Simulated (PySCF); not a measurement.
# From one method to the next for BeSi (triplet)

Starting from one script, swap the method and compare what comes out for BeSi (triplet).

Computed with PySCF 2.14.0. Level: method and basis as typed in the scripts.

**1. The starting structure**

BeSi (triplet): 2 atoms, charge 0, spin multiplicity 3.

Bond lengths: Be1–Si2 2.386 Å.

**2. Base script**

input.py reads:

```python
from pyscf import gto, scf, cc

mol = gto.M(
    atom='Be 0 0 0; Si 0 0 2.386',
    basis='def2-svp',
    charge=0,
    spin=2,
    verbose=4,
)
mf = scf.UHF(mol)
mf = mf.density_fit(auxbasis='def2-universal-jkfit')
mf.kernel()
mycc = cc.CCSD(mf)
mycc.kernel()
mf.dip_moment()
print('orbital energies (hartree):', [e[max(0, n-3):n+3].round(4) for e, n in zip(mf.mo_energy, mol.nelec)])
```

The run is started by

```bash
$ OMP_NUM_THREADS=1 python input.py
```

**3. ROHF**

Run 1 changes SCF type: UHF → ROHF.

input.py reads:

```python
from pyscf import gto, scf, cc

mol = gto.M(
    atom='Be 0 0 0; Si 0 0 2.386',
    basis='def2-svp',
    charge=0,
    spin=2,
    verbose=4,
)
mf = scf.ROHF(mol)
mf = mf.density_fit(auxbasis='def2-universal-jkfit')
mf.kernel()
mycc = cc.CCSD(mf)
mycc.kernel()
mf.dip_moment()
print('orbital energies (hartree):', mf.mo_energy[..., max(0, mol.nelec[1]-3):mol.nelec[0]+3].round(4))
```

**4. B3pw91 (UKS)**

Run 2 changes functional: none (Hartree–Fock) → b3pw91; SCF type: UHF → UKS; step after the SCF: ccsd → analyze.

input.py reads:

```python
from pyscf import gto, dft

mol = gto.M(
    atom='Be 0 0 0; Si 0 0 2.386',
    basis='def2-svp',
    charge=0,
    spin=2,
    verbose=4,
)
mf = dft.UKS(mol, xc='b3pw91')
mf = mf.density_fit(auxbasis='def2-universal-jkfit')
mf.kernel()
mf.analyze()
print('orbital energies (hartree):', [e[max(0, n-3):n+3].round(4) for e, n in zip(mf.mo_energy, mol.nelec)])
```

**5. Stability test**

Run 3 changes step after the SCF: ccsd → stability.

input.py: that of step 2 with these lines changed.

```diff
@@ -1,2 +1,2 @@
-from pyscf import gto, scf, cc
+from pyscf import gto, scf
 
@@ -12,4 +12,3 @@
 mf.kernel()
-mycc = cc.CCSD(mf)
-mycc.kernel()
+mf.stability(internal=True, external=True)
 mf.dip_moment()
```

**6. EOM-IP**

Run 4 changes step after the SCF: ccsd → eomip; frozen orbitals: none → 5; number of roots: none → 4.

input.py: that of step 2 with these lines changed.

```diff
@@ -12,4 +12,6 @@
 mf.kernel()
-mycc = cc.CCSD(mf)
+mycc = cc.CCSD(mf, frozen=5)
 mycc.kernel()
+e = mycc.ipccsd(nroots=4)[0]
+print('roots (eV) =', (e*27.211386).round(3))
 mf.dip_moment()
```

Before running it: what results should come out? Wanted: for each run, E(SCF); from base; gap, α spin; SCF dipole; after the SCF.

As calculated:

```
           run  E(SCF) (hartree)  from base (eV)  cycles  gap, α spin (eV)  SCF dipole (D)                                                after the SCF
          base       -303.320033               0      12              6.91            2.99                                   CCSD correlation -3.339 eV
          ROHF       -303.316094         +0.1072       9               n/a            2.92                                   CCSD correlation -3.448 eV
  b3pw91 (UKS)       -303.932589  not comparable      17              2.13            2.01                                                          n/a
stability test       -303.320033          0.0000      12              6.91            2.99                       unstable: internal, UHF/UKS -> GHF/GKS
        EOM-IP       -303.320033          0.0000      12              6.91            2.99  CCSD correlation -3.157 eV, core frozen, first root 7.20 eV
```

What this shows: A lower total energy from another functional means nothing by itself.
